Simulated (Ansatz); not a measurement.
# CuHO: one species, many methods

The task here is to estimate one member of a computed series from the others.

Computed with Ansatz 0.2.0, Gaussian basis. Level: functionals in def2-TZVPP, the program's frozen cores in correlated methods.

Plan: LDA (SPW92), PBE-D4, revPBE-D4, BLYP-D4, r2SCAN-D4, B97M-V, PBE0-D4, B3LYP-D4, r2SCANh-D4, r2SCAN0-D4, HSE06-D4, BHLYP-D4, CAM-B3LYP-D4, LC-ωPBE, ωB97X-V, ωB97M-V, B2PLYP, PBE-QIDH; CCSD(T)/def2-SVP; CCSD(T)/def2-TZVPP; CCSD(T)/def2-QZVPP; extrapolation to the limit; RPA on PBE.

## The geometry

The geometry comes from an earlier relaxation with PBE0-D4 in a triple-zeta def2 set; it is a stationary point.

SMILES `[OH][Cu]`, 3 atoms, charge 0, spin multiplicity 1.

Atoms are counted from 1 here; the program's logs count them from 0.

Bond lengths: O1–Cu2 1.785 Å, O1–H3 0.962 Å. Angles: Cu2–O1–H3 108.9°.

Set-up of the first run:

The input, in.yaml:

```yaml
crystal:
  periodic: [false, false, false]
  atoms:
    - {symbol: O, position_ang: [-0.333325, -0.433738, -0.237595]}
    - {symbol: Cu, position_ang: [1.159754, 0.002927, 0.637752]}
    - {symbol: H, position_ang: [-0.837329, 0.366011, -0.413356]}
basis:
  gaussian: {orbitals: def2-TZVPP}
hamiltonian: {xc: lda}
output: {orbitals: {seedname: orbitals}}
```

The run is started by

```console
$ ansatz run in.yaml --threads 4 --pin off --events-out ev --progress --plain --max-ram 10444MiB
```

Steps of the session up to this table: LDA; PBE-D4 (GGA); revPBE-D4 (GGA); BLYP-D4 (GGA); r2SCAN-D4 (meta-GGA); B97M-V (meta-GGA); PBE0-D4 (hybrid); B3LYP-D4 (hybrid); r2SCANh-D4 (hybrid); r2SCAN0-D4 (hybrid); HSE06-D4 (hybrid); BHLYP-D4 (hybrid); CAM-B3LYP-D4 (range-separated); LC-ωPBE (range-separated); ωB97X-V (range-separated); ωB97M-V (range-separated); B2PLYP (double hybrid); PBE-QIDH (double hybrid).

One table of the session follows, with a row left open; its other results are not shown here.

It belongs to the step «Orbital energies across the functionals». 

```
  functional  HOMO (eV)  LUMO (eV)  gap (eV)
 LDA (SPW92)          ?          ?         ?
      PBE-D4      -5.20      -3.55      1.65
   revPBE-D4      -5.11      -3.44      1.67
     BLYP-D4      -5.20      -3.62      1.58
   r2SCAN-D4      -5.37      -3.26      2.10
      B97M-V      -5.52      -3.46      2.06
     PBE0-D4      -6.71      -2.52      4.19
    B3LYP-D4      -6.57      -2.95      3.61
  r2SCANh-D4      -5.97      -2.87      3.10
  r2SCAN0-D4      -6.86      -2.33      4.54
    HSE06-D4      -6.29      -2.88      3.41
    BHLYP-D4      -8.19      -1.78      6.40
CAM-B3LYP-D4      -8.24      -1.73      6.51
     LC-ωPBE      -9.42      -0.41      9.01
     ωB97X-V      -9.14      -0.55      8.59
     ωB97M-V      -9.16      -0.88      8.28
```

Estimate the missing values for LDA (SPW92).

**Answer.** HOMO (eV): -5.44; LUMO (eV): -3.79; gap (eV): 1.65. In the column «HOMO (eV)» it lies between B97M-V (-5.52) and r2SCAN-D4 (-5.37).
